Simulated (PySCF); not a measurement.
# H6LuO3 (Lu(H2O)33+): the cost of one run

Computed with PySCF 2.14.0. Level: PBE0, Lu lcecp-1-SVP with ECP60, O def2-SVP, H def2-SVP; scalar-relativistic core potentials, no spin–orbit coupling.

1 further run of the same task is left out (for a known fault of the program).

**1. Where the work starts**

10 atoms, charge 3, spin multiplicity 1.

Bond lengths: Lu1–O2 2.385 Å, Lu1–O5 2.385 Å, Lu1–O8 2.385 Å, O2–H3 0.970 Å, O2–H4 0.970 Å, O5–H6 0.970 Å, O5–H7 0.970 Å, O8–H9 0.970 Å, O8–H10 0.970 Å. Angles: O2–Lu1–O5 120.0°, O2–Lu1–O8 120.0°, O5–Lu1–O8 120.0°, Lu1–O2–H3 127.5°, Lu1–O2–H4 127.5°, H3–O2–H4 105.1°, Lu1–O5–H6 127.5°, Lu1–O5–H7 127.5°, H6–O5–H7 105.1°, Lu1–O8–H9 127.5°, Lu1–O8–H10 127.5°, H9–O8–H10 105.1°.

Coordinates:

```xyz
10
charge 3, multiplicity 1
Lu    0.0000    0.0000    0.0000
O     2.3850    0.0000    0.0000
H     2.9750    0.0000    0.7700
H     2.9750    0.0000   -0.7700
O    -1.1925    2.0655    0.0000
H    -1.4875    2.5764    0.7700
H    -1.4875    2.5764   -0.7700
O    -1.1925   -2.0655    0.0000
H    -1.4875   -2.5764    0.7700
H    -1.4875   -2.5764   -0.7700
```

Formal oxidation states: Lu +3. Each metal's 14 4f electrons lie in its core potential, so multiplicities, spins and levels count the valence alone.

**2. SCF at the start, singlet**

Contents of run.py (the lines that set the calculation):

```python
mol = gto.M(atom='''
Lu     0.00000     0.00000     0.00000
O      2.38500     0.00000     0.00000
H      2.97500     0.00000     0.77000
H      2.97500     0.00000    -0.77000
O     -1.19250     2.06550     0.00000
H     -1.48750     2.57640     0.77000
H     -1.48750     2.57640    -0.77000
O     -1.19250    -2.06550     0.00000
H     -1.48750    -2.57640     0.77000
H     -1.48750    -2.57640    -0.77000''',
    basis={'Lu': 'lcecp-1-SVP', 'O': 'def2-SVP', 'H': 'def2-SVP'},
    ecp={'Lu': 'lcecp-1-SVP'},
    charge=3, spin=0)
mf = dft.RKS(mol, xc='PBE0')
mf.grids.atom_grid = (50, 194)  # f atoms: unpruned, at least (60, 302)
mf = mf.density_fit()  # fitting sets: Lu AutoAux, O def2-universal-JKFIT, H def2-universal-JKFIT
mf.conv_tol = 1e-08; mf.max_cycle = 55
mf.kernel(dm0)  # dm0: free metal ions and neutral atoms
```

Started as:

```console
> OMP_NUM_THREADS=2 python run.py
```

What time and memory should one allow on 2 threads of Intel Xeon at 2.80GHz (Skylake/Cascade Lake), shared host?

About 4.6 s, with a peak of 0.66 GiB.
